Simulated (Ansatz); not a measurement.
# Sn2O3: the cost of one run

Method: DFT PBEsol, scalar-relativistic, plane waves, PAW, in Ansatz 0.2.0.

### 1 The starting structure

Symmetry: Cmcm, No. 63, orthorhombic system. Conventional cell: a = 3.309 Å, b = 10.204 Å, c = 21.025 Å, α = 90.00°, β = 90.00°, γ = 90.00°. Sn (site symmetry m) has 6 O at 1.98 to 2.32 Å in its first shell of neighbours. Sn (site symmetry m) has 3 O at 2.00 to 2.26 Å in its first shell of neighbours. O (site symmetry 2/m) is surrounded by 4 Sn at 2.32 Å. Around O (site symmetry m) lie 3 Sn at 1.98 to 2.26 Å. O (site symmetry m) has 3 Sn at 2.09 to 2.17 Å in its first shell of neighbours. O (site symmetry m2m) is surrounded by 2 Sn at 2.00 Å.

Coordinates:

```cif
data_structure
_symmetry_space_group_name_H-M 'Cmcm'
_symmetry_Int_Tables_number 63
_cell_length_a 3.3088
_cell_length_b 10.2042
_cell_length_c 21.0251
_cell_angle_alpha 90.000
_cell_angle_beta 90.000
_cell_angle_gamma 90.000
_cell_volume 709.89
loop_
_atom_site_label
_atom_site_type_symbol
_atom_site_symmetry_multiplicity
_atom_site_Wyckoff_symbol
_atom_site_fract_x
_atom_site_fract_y
_atom_site_fract_z
_atom_site_occupancy
Sn1 Sn 8 f 0.00000 0.36369 0.04047 1
Sn2 Sn 8 f 0.50000 0.41880 0.66300 1
O1 O 4 a 0.00000 0.00000 0.50000 1
O2 O 8 f 0.50000 0.04637 0.87609 1
O3 O 8 f 0.00000 0.26058 0.95010 1
O4 O 4 c 0.50000 0.49859 0.75000 1
```

The structure comes from the Materials Project (structure only).

(A quick probe on a coarse mesh, which set the mesh and smearing, is not shown.)

### 3 The relaxation

input.yaml

```yaml
crystal:
  lattice:
    - [1.654408, -5.102096, 0.0]
    - [1.654408, 5.102096, 0.0]
    - [0.0, 0.0, 21.025146]
  atoms:
    - { symbol: Sn, position: [0.636306, 0.363694, 0.540469] }
    - { symbol: Sn, position: [0.363694, 0.636306, 0.459531] }
    - { symbol: Sn, position: [0.636306, 0.363694, 0.959531] }
    - { symbol: Sn, position: [0.363694, 0.636306, 0.040469] }
    - { symbol: Sn, position: [0.081203, 0.918797, 0.162999] }
    - { symbol: Sn, position: [0.918797, 0.081203, 0.837001] }
    - { symbol: Sn, position: [0.918797, 0.081203, 0.662999] }
    - { symbol: Sn, position: [0.081203, 0.918797, 0.337001] }
    - { symbol: O, position: [0.0, 0.0, 0.0] }
    - { symbol: O, position: [0.0, 0.0, 0.5] }
    - { symbol: O, position: [0.45363, 0.54637, 0.376088] }
    - { symbol: O, position: [0.54637, 0.45363, 0.623912] }
    - { symbol: O, position: [0.54637, 0.45363, 0.876088] }
    - { symbol: O, position: [0.45363, 0.54637, 0.123912] }
    - { symbol: O, position: [0.739415, 0.260585, 0.4501] }
    - { symbol: O, position: [0.260585, 0.739415, 0.5499] }
    - { symbol: O, position: [0.260585, 0.739415, 0.9501] }
    - { symbol: O, position: [0.739415, 0.260585, 0.0499] }
    - { symbol: O, position: [0.001414, 0.998586, 0.25] }
    - { symbol: O, position: [0.998586, 0.001414, 0.75] }
basis:
  ecutwfc: 420
kpoints:
  mp_grid: { grid: [12, 12, 2] }
hamiltonian:
  xc: pbesol
scf:
  occupations: { method: gaussian, width: 0.1 }
output:
  forces: true
  stress: true
  eigenvalues: true
  write_density: true
  write_potential: true
  elf: true
  volumetric_format: npy
relax:
  adjacent_minimum: "off"
  f_tol: 0.005
  max_steps: 80
  cell: { stress_tol: 0.05 }
```

The run is started by

```bash
> ansatz run input.yaml --threads 4 --pin off --max-ram 9216MiB --backend cpu --events-out ev --progress --plain --runs-dir out
```

**Question.** How long does this run take on 4 threads of Intel Xeon at 2.50GHz (Skylake/Cascade Lake), shared host, and how much memory does it need?

About 25 min, with a peak of 2.7 GiB.
